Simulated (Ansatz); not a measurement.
CaMg, space group P-6m2, a breakdown of dispersion, smearing and cutoff terms

Program: the Ansatz DFT code, driven from Python.

The cells in order, each with its output:

In [1]:
```python
import ansatz as az
from ase import Atoms
```

In [2]:
```python
atoms = Atoms(
    ["Ca", "Mg"],
    scaled_positions=[
        [0.0, 0.0, 0.5],
        [2 / 3, 1 / 3, 0.0],
    ],
    cell=[
        [3.668119, 0.0, 0.0],
        [-1.834059, 3.176684, 0.0],
        [0.0, 0.0, 5.622298],
    ],
    pbc=True,
)
camg = az.Crystal.from_ase(atoms)
```

In [3]:
```python
len(camg.resolved().sites)
```
Out [3]:
```text
2
```

In [4]:
```python
model = (
    camg.calculation()
    .kpoints(9, 9, 5, center="gamma")
    .occupations("cold", width=0.15)
)
with_term = model.functional("pbesol", dispersion="d3bjatm").basis(340).cutoff_correction(490).run().report
without = model.functional("pbesol").basis(340).run().report
finer = model.functional("pbesol").basis(490).run().report
removed = az.free_energy_without(with_term, az.EnergyTerm.DISPERSION)
print(f"dispersion term            {with_term['components']['e_disp']:.5f} eV")
print(f"F less dispersion          {removed:.5f} eV, run without it {without['free_energy_ev']:.5f} eV")
print(f"F less smearing term       {az.free_energy_without(without, az.EnergyTerm.SMEARING):.5f} eV")
print(f"estimated gain to 490 eV   {with_term['cutoff_correction']['energy_ev']:.5f} eV, found {finer['free_energy_ev'] - without['free_energy_ev']:.5f} eV")
```
```text
DeckWarning: basis.ecutwfc = 340 eV is below the records' recommended 420 eV, and the density's cutoff is lower with it unless basis.ecutrho_ratio is high enough to keep the records' density cutoff: compare with a run at a higher cutoff
dispersion term            -0.46504 eV
F less dispersion          -3705.65722 eV, run without it -3705.65722 eV
F less smearing term       -3705.66155 eV
estimated gain to 490 eV   -0.00436 eV, found -0.00434 eV
```

Reading the output:
- Total energies depend on the potentials; only differences at equal settings carry meaning. A total without «per atom» is that of the whole cell that was run.
- The cutoff lies under the one recommended for these potentials in some of the runs.
- Dispersion corrections can be off by several per cent in the lattices of metals, and by several GPa in the pressure at a fixed cell.
- The mesh is modest for a metal, so energies can be off by several to tens of meV an atom and pressures by half a GPa or more; differences at equal mesh fare better.
- This cell is a computed structure, which may not be the phase found in nature.
- Warnings are shown shortened and without file and line.
- The whole script took 11 s on 1 thread of Arm Neoverse V1, on a shared host, peak memory 0.37 GiB.
